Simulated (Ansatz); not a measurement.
**PdB+ (triplet): geometry optimisation**

Aim: relax a generated start of PdB+ (triplet) and see which bonds hold.

Method: UKS PBE0/def2-TZVP; program: Ansatz 0.2.0, Gaussian basis.

## 1. The system as given

2 atoms, charge 1, spin multiplicity 3.

Atoms are counted from 1 here; the program's logs count them from 0.

Bond lengths: Pd1–B2 2.230 Å.

The start is set by covalent radii. Sticks and bond lists go by distance. No spin-orbit coupling is included. Elements past krypton take def2 core potentials.

## 2. Relaxation

Input file in.yaml:

```yaml
crystal:
  periodic: [false, false, false]
  atoms:
    - {symbol: Pd, position_ang: [0.000000, 0.000000, 0.000000]}
    - {symbol: B, position_ang: [0.000000, 0.000000, 2.230000]}
basis:
  gaussian: {orbitals: def2-TZVP}
total_charge: 1
magnetization: {spin_polarized: true, initial_magnetization: 2}
hamiltonian: {xc: pbe0}
relax: {f_tol: 0.004, max_steps: 80}
```

The run is started by

```bash
$ ansatz run in.yaml --threads 1 --pin off --events-out ev --progress --plain --max-ram 2176MiB
```

Before running it: what results should come out? Wanted: energy gained; shift from the start; total energy; ⟨S²⟩.

As calculated:

| quantity | value |
| --- | --- |
| steps | 7 |
| energy gained | 0.281 eV |
| shift from the start (rms) | 0.154 Å |
| total energy | -4143.3463 eV |
| ⟨S²⟩ | 2.005 |

The bonds of the start are those of the end. Pd1–B2 went from 2.230 to 1.922 Å. No vibrations were run, so this is a stationary point, not a proven minimum, and this spin need not be the ground state's.
